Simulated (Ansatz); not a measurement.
# Rb2Sb: the cost of one run

Program: Ansatz 0.2.0. Level of theory: DFT PBE, scalar-relativistic, plane waves, PAW. These are calculated values, not measurements.

The COD entry's cell or inner coordinates are ideal or old and differ from later refinements, so a difference from it is no clean test against experiment.

## Step 1: The starting structure

It takes space group Pn-3m (No. 224, cubic). Conventional cell: a = 6.286 Å, b = 6.286 Å, c = 6.286 Å, α = 90.00°, β = 90.00°, γ = 90.00°. Around Rb (site symmetry -3m) lie 2 Sb at 2.72 Å. Around Sb (site symmetry -43m) lie 4 Rb at 2.72 Å.

Structure file:

```
CELL_PARAMETERS angstrom
6.28615 0.00000 0.00000
0.00000 6.28615 0.00000
0.00000 0.00000 6.28615
ATOMIC_POSITIONS crystal
Rb 0.25000 0.25000 0.25000
Rb 0.25000 0.75000 0.75000
Rb 0.75000 0.75000 0.25000
Rb 0.75000 0.25000 0.75000
Sb 0.00000 0.00000 0.00000
Sb 0.50000 0.50000 0.50000
```

(A quick probe on a coarse mesh, which set the mesh and smearing, is not shown.)

## Step 3: Rough relaxation on the coarse mesh

input.yaml reads:

```yaml
crystal:
  lattice:
    - [6.2861508111, 0.0, 0.0]
    - [0.0, 6.2861508111, 0.0]
    - [0.0, 0.0, 6.2861508111]
  atoms:
    - { symbol: Rb, position: [0.25, 0.25, 0.25] }
    - { symbol: Rb, position: [0.25, 0.75, 0.75] }
    - { symbol: Rb, position: [0.75, 0.75, 0.25] }
    - { symbol: Rb, position: [0.75, 0.25, 0.75] }
    - { symbol: Sb, position: [0.0, 0.0, 0.0] }
    - { symbol: Sb, position: [0.5, 0.5, 0.5] }
basis:
  ecutwfc: 420
kpoints:
  mp_grid: { grid: [4, 4, 4] }
hamiltonian:
  xc: pbe
scf:
  occupations: { method: gaussian, width: 0.1 }
  lower_state_search: "off"
output:
  forces: true
  stress: true
  eigenvalues: true
relax:
  adjacent_minimum: "off"
  f_tol: 0.04
  max_steps: 70
  cell: { stress_tol: 0.4 }
```

Started as:

```bash
ansatz run input.yaml --threads 1 --pin off --max-ram 2560MiB --backend cpu --events-out ev --progress --plain --runs-dir out
```

Q: Estimate wall time and peak memory on 1 thread of Intel Xeon Platinum 8488C (Sapphire Rapids), shared host.

About 2.4 min, with a peak of 0.68 GiB.
